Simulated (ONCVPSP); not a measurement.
# Pseudopotential generation for Mn: ONCV, PBE

Aim: build the potential from the settings below, then test how well it stands in for the atom: other configurations, scattering, ghost states and the plane-wave cutoff that it needs.

Method: ONCVPSP 4.0.1, PBE, scalar-relativistic.

**1. Starting point**

The settings as typed:

```json
{
  "element": "manganese (Mn, Z = 25)",
  "type": "optimised norm-conserving Vanderbilt (ONCV)",
  "frozen core": "[Ne] 3s2",
  "valence charge": "13",
  "reference configuration": "3p6 3d5 4s1.5 4p0.5",
  "partial waves": "4s: rc 2.15 bohr, ncon 4, nbas 7, qcut 3.2 1/bohr, 1 projector; 3p+4p: rc 1.40 bohr, ncon 3, nbas 8, qcut 7.9 1/bohr, 2 projectors; 3d: rc 0.95 bohr, ncon 4, nbas 8, qcut 10 1/bohr, 2 projectors, debl 2 Ha; f scattering state at 0.04 Ha: rc 1.85 bohr, ncon 3, nbas 7, qcut 5.8 1/bohr, 1 projector",
  "local potential": "polynomial inside 0.90 bohr (lpopt 5, dvloc0 -1 Ha)",
  "core correction": "polynomial model core, fcfact 0.65"
}
```

An earlier all-electron run gives the scale for the radii.

All-electron outer shells of the reference configuration (PBE, scalar-relativistic, ld1.x):

| shell | level (eV) | outermost node (bohr) | outermost maximum (bohr) |
| --- | --- | --- | --- |
| 2p | -631.00 | – | 0.19 |
| 3s | -86.73 | 0.34 | 0.74 |
| 3p | -55.44 | 0.31 | 0.75 |
| 3d | -7.59 | – | 0.76 |
| 4s | -5.63 | 1.05 | 2.47 |
| 4p | -1.77 | 1.16 | 3.34 |

**2. Generation**

File Mn.dat:

```
# ATOM AND REFERENCE CONFIGURATION
# atsym  z   nc   nv     iexc    psfile
  Mn 25.00    4    4        4      upf
#
#   n    l    f
    1    0    2.00
    2    0    2.00
    2    1    6.00
    3    0    2.00
    3    1    6.00
    3    2    5.00
    4    0    1.50
    4    1    0.50
#
# PSEUDOPOTENTIAL AND OPTIMIZATION
# lmax
    3
#
#   l,   rc,      ep,       ncon, nbas, qcut
    0    2.15    0.00    4    7    3.20
    1    1.40    0.00    3    8    7.90
    2    0.95    0.00    4    8   10.00
    3    1.85    0.04    3    7    5.80
#
# LOCAL POTENTIAL
# lloc, lpopt,  rc(5),   dvloc0
    4    5    0.90   -1.00
#
# VANDERBILT-KLEINMAN-BYLANDER PROJECTORs
# l, nproj, debl
    0    1    3.90
    1    2    2.80
    2    2    2.00
    3    1    3.10
#
# MODEL CORE CHARGE
# icmod, fcfact, rcfact
    1    0.65    0.00
#
# LOG DERIVATIVE ANALYSIS
# epsh1, epsh2, depsh
   -4.00    5.00    0.02
#
# OUTPUT GRID
# rlmax, drl
    6.00    0.01
#
# TEST CONFIGURATIONS
# ncnf
    4
# nvcnf
#   n    l    f
    4
    3    1    6.00
    3    2    5.00
    4    0    2.00
    4    1    0.00
#
    4
    3    1    6.00
    3    2    5.00
    4    0    1.00
    4    1    0.00
#
    4
    3    1    6.00
    3    2    5.00
    4    0    0.00
    4    1    0.00
#
    4
    3    1    6.00
    3    2    6.00
    4    0    0.00
    4    1    0.00
#
```

Started as:

```
oncvpsp.x < Mn.dat > Mn.out
```

What does the calculation give? Wanted: cutoffs for 1 and 0.1 mHa per electron, occupied waves; bound ghosts; GHOST(+) flags; largest miss of a reference level; largest test error; largest phase difference near zero energy, channels read; rms error of d²Exc/dn², without and with the model core.

As calculated:

```
                                                quantity                             value
  cutoffs for 1 and 0.1 mHa per electron, occupied waves                 238 Ha and 276 Ha
                                            bound ghosts  s at -223.12 eV, p at -142.19 eV
                                          GHOST(+) flags                        f at 84 eV
                       largest miss of a reference level                       11 meV (3p)
                            largest test error (AE − PS)     -105 meV, for 3p6 3d6 4s0 4p0
largest phase difference near zero energy, channels read                         0.018 rad
 rms error of d²Exc/dn², without and with the model core                 3.11 and 0.78 mHa
```

**Reading.** It has a bound ghost (s, p), a state that the atom doesn't have, and that rules the file out. By total energies transferability is poor: the largest error is 105 meV on 4.9 eV, for 3p6 3d6 4s0 4p0. It counts as very hard, with 238 Ha needed at the looser tolerance. At the looser tolerance the 3d wave is the slowest; 3p needs 25 Ha. Near zero energy the phases of the channels with partial waves agree within 0.018 rad. The program also flags highly localised states, GHOST(+) (f). All of this concerns the isolated atom, not yet a solid.
